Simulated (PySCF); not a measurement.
# C5H8N2 (1-ethylimidazole): the cost of one run

Programs: PySCF 2.14.0, with density-fitted response routines of our own. Each step states its level of theory. These are calculated values for one molecule, in the gas phase or a continuum, unless marked as measured. Atoms are numbered from 0 throughout.

### 1 The molecule as given

15 atoms, charge 0, multiplicity 1; geometry from: GFN2-xTB. The atoms were then displaced at random by about 0.01 Å, so the start is not that level's minimum.

Bonds of the start (Å): C0–C1 1.51, C1–N2 1.42, N2–C3 1.40, C3–C4 1.33, C4–N5 1.35, N5–C6 1.29, C6–N2 1.37, C0–H7 1.11, C0–H8 1.10, C0–H9 1.08, C1–H10 1.09, C1–H11 1.09, C3–H12 1.10, C4–H13 1.06, C6–H14 1.09.

### 2 Optimising the geometry at PBE0-D3(BJ)/def2-SVP

What the job is given:

```
{"job": {"xc": "PBE0", "basis": "def2-SVP", "d3": "d3bj", "grid": 1, "shake": 0.01, "kind": "geom"}, "charge": 0, "multiplicity": 1}
C     -1.889110     0.433820     0.480180
C     -1.091170    -0.261790    -0.595040
N      0.293090    -0.269940    -0.266370
C      1.249310     0.731220    -0.505270
C      2.391850     0.308280     0.037130
N      2.230100    -0.899120     0.622440
C      0.994290    -1.222940     0.430010
H     -1.567470     1.497510     0.571410
H     -2.963620     0.455030     0.224120
H     -1.793900    -0.037950     1.447000
H     -1.431470    -1.296080    -0.683700
H     -1.204240     0.244270    -1.551230
H      0.920640     1.626570    -1.047990
H      3.326470     0.815740     0.069930
H      0.519890    -2.142020     0.760160
```

Run with:

```bash
$ OMP_NUM_THREADS=1 python probes_run.py task.json out
```

The driver reads the jobs from task.json and runs them one after another.

Q: Estimate the wall time and peak memory of this first job on 1 thread of Intel Xeon at 2.80GHz, shared host.

About 52 s, with a peak of 0.61 GiB.
